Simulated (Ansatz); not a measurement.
A nudged elastic band was laid between two geometries of a periodic cell of 15 atoms, MoW₁₄ (host W, host structure bcc, dopant Mo, one W atom removed).

Level of theory: Ansatz, DFT PBEsol, scalar-relativistic, plane waves, PAW. Settings: PAW set soft_1, cutoff 420 eV, k mesh 3x3x3, gaussian smearing 0.05 eV, no spin polarisation.

| Item | Value |
| --- | --- |
| movable images | 7 |
| climbing image | yes |
| spring | 5.0 eV/Å² |
| optimiser | quadratic models (default) |
| start path | IDPP |
| force threshold | 0.05 eV/Å |
| iteration limit | 49 |
| end points | relaxed |

Image 0:

```xyz
15
Lattice="6.3200 0.0000 0.0000 0.0000 6.3200 0.0000 0.0000 0.0000 6.3200" Properties=species:S:1:pos:R:3
Mo -0.006 0.012 0.018
W 3.177 0.004 0.010
W 0.002 3.149 0.010
W 0.002 0.004 3.155
W 1.589 1.573 1.579
W 3.187 3.139 0.018
W 3.187 0.012 3.145
W -0.006 3.139 3.145
W 1.590 4.736 1.582
W 1.590 1.576 4.742
W 3.179 3.147 3.153
W 4.753 4.737 1.579
W 4.753 1.573 4.742
W 1.589 4.737 4.743
W 4.750 4.736 4.742
```

Image 8:

```xyz
15
Lattice="6.3200 0.0000 0.0000 0.0000 6.3200 0.0000 0.0000 0.0000 6.3200" Properties=species:S:1:pos:R:3
Mo -1.567 1.567 1.567
W 3.161 0.002 0.002
W -0.002 3.159 0.002
W -0.002 0.002 3.159
W 1.569 1.568 1.568
W 3.161 3.159 0.000
W 3.161 0.000 3.159
W 0.000 3.159 3.159
W 1.566 4.754 1.566
W 1.566 1.566 4.754
W 3.162 3.158 3.158
W 4.752 4.751 1.568
W 4.752 1.568 4.751
W 1.569 4.751 4.751
W 4.754 4.754 4.754
```

Q: What changes between the two ends?

A: Contacts lost: Mo1–W9, Mo1–W10, Mo1–W14, Mo1–W15. Contacts made: Mo1–W6, Mo1–W7, Mo1–W8, Mo1–W11. The atom that moves furthest is Mo1, by 2.69 Å; four of its nearest neighbours are W12 2.72, W5 2.72, W13 2.72, W9 2.75 Å at the first end and W2 2.73, W3 2.73, W4 2.73, W6 2.74 Å at the last.

Q: Give the energies along the band, and the barrier.

A: The forces met the threshold. The highest image is number 3 of 0 to 8, 1.34 eV above the ends, which have the same energy within 2 meV. The profile has 2 maxima (images 3, 5) with wells between them (image 4): this band takes more than one step, which may be the mechanism or a detour left from its start path. By the program's own check the climbing image is a first-order saddle point (lowest curvatures found: -4.74 and 7.14 eV/Å²). Limits of this set-up: coarse k mesh, PAW files made for another functional, a small cell, in which the defect meets its images.

```tsv
image	path coordinate (Å)	energy (eV)	Mo1–W9 (Å)	Mo1–W10 (Å)	Mo1–W14 (Å)
0	0.00	0.00	2.75	2.75	2.76
1	0.33	0.29	2.86	2.86	3.06
2	0.66	0.95	3.03	3.01	3.38
3	0.99	1.34	3.22	3.21	3.70
4	1.33	1.29	3.41	3.40	4.09
5	1.67	1.34	3.63	3.62	4.44
6	2.00	0.97	3.90	3.89	4.75
7	2.34	0.29	4.17	4.16	5.08
8	2.68	0.00	4.43	4.43	5.43
```

Q: What is the geometry of the highest image?

A: 
```xyz
15
Lattice="6.3200 0.0000 0.0000 0.0000 6.3200 0.0000 0.0000 0.0000 6.3200" Properties=species:S:1:pos:R:3
Mo -0.580 0.592 0.586
W 3.138 -0.026 -0.018
W 0.028 3.183 -0.019
W 0.025 -0.025 3.188
W 1.647 1.610 1.615
W 3.198 3.124 0.015
W 3.196 0.007 3.132
W -0.007 3.124 3.130
W 1.577 4.748 1.590
W 1.577 1.588 4.751
W 3.166 3.157 3.162
W 4.716 4.683 1.612
W 4.713 1.610 4.681
W 1.554 4.769 4.773
W 4.738 4.748 4.750
```

The band took 5 iterations and roughly 40 core-minutes.

Run time: 11 min on 4 threads of Intel(R) Xeon(R) Platinum 8259CL CPU @ 2.50GHz (Skylake/Cascade Lake), on a shared host, peak memory 2.8 GiB.
